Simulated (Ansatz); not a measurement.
Crystal: NaLaMnMoO6.

```
Na La Mn Mo O
1.0
     5.55735    0.00000    0.00053
     0.00000    5.59794    0.00000
    -0.06290    0.00000    8.02462
Na La Mn Mo O
2 2 2 2 12
Cartesian
  4.1371 2.8870 4.0066
  1.3574 0.0880 4.0185
  1.3662 5.3682 8.0197
  4.1282 2.5692 0.0054
  1.3603 2.7297 2.0550
  4.1342 5.5286 5.9702
  4.1820 5.5792 2.1743
  1.3124 2.7803 5.8509
  3.7112 5.4765 3.9373
  0.1716 4.5353 2.2249
  5.1703 1.6184 2.2495
  2.6448 1.1737 1.5989
  3.0125 4.1180 1.6116
  4.6099 0.1018 0.0319
  1.7833 2.6775 4.0878
  5.3228 1.7363 5.8002
  0.3241 4.4173 5.7757
  2.8496 3.9726 6.4262
  2.4819 1.3190 6.4136
  0.8845 2.9007 7.9933
```

The cell was built by a generator and needn't be a form met in nature.

Base run:

```yaml
Program: Ansatz 0.2.0
Functional: PBE
Potentials_or_basis: Ansatz PAW
Cutoff: "420 eV (not typed: the program's choice for these potentials)"
k_mesh: 5 × 5 × 4
Occupations: fermi-dirac, width 0.05 eV
Spin: collinear spin, ferromagnetic start
Starting_moments: "[0.0, 0.0, 0.0, 0.0, 4.0, 4.0, 1.0, 1.0, 0.0, 0.0, 0.0, 0.0, 0.0, 0.0, 0.0, 0.0, 0.0, 0.0, 0.0, 0.0] μB"
Hubbard_terms: La f U = 4 eV, Mn d U = 4 eV, Mo d U = 4 eV
```

Its results: band gap on the k mesh 1.09 eV, indirect (least direct gap 1.12 eV); pressure 2.6 GPa; net moment 10.00 μB per cell; site moments Na +0.00; La +0.00; Mn +4.04; Mo +0.16; O -0.01, -0.00, +0.00, +0.01, +0.03 μB; largest force 0.841 eV/Å.

**Question.** The run is repeated on the same cell with these changes: hubbard terms from La f U = 4 eV, Mn d U = 4 eV, Mo d U = 4 eV to La f U = 6 eV, Mn d U = 6 eV, Mo d U = 6 eV. What comes out?

**Answer.** Band gap on the k mesh 1.38 eV, indirect (least direct gap 1.40 eV); pressure 3.7 GPa; net moment 10.00 μB per cell; site moments Na -0.00; La +0.00; Mn +4.10; Mo +0.17; O -0.03, -0.02, -0.00, -0.01, +0.02 μB; largest force 1.079 eV/Å.

Caveats: the magnetic or orbital state may not be the lowest; odd divisions of the mesh miss points on the zone boundary, where band edges often lie, so the gap on the mesh can be too wide; spin-orbit coupling is left out, which moves the levels of the heavy elements; only a ferromagnetic start was run, and an antiferromagnetic order may lie lower in energy; forces of over 1 eV/Å show positions far from the minimum, so gaps and moduli don't describe the material at rest (some runs).

A k mesh can miss the band edges.
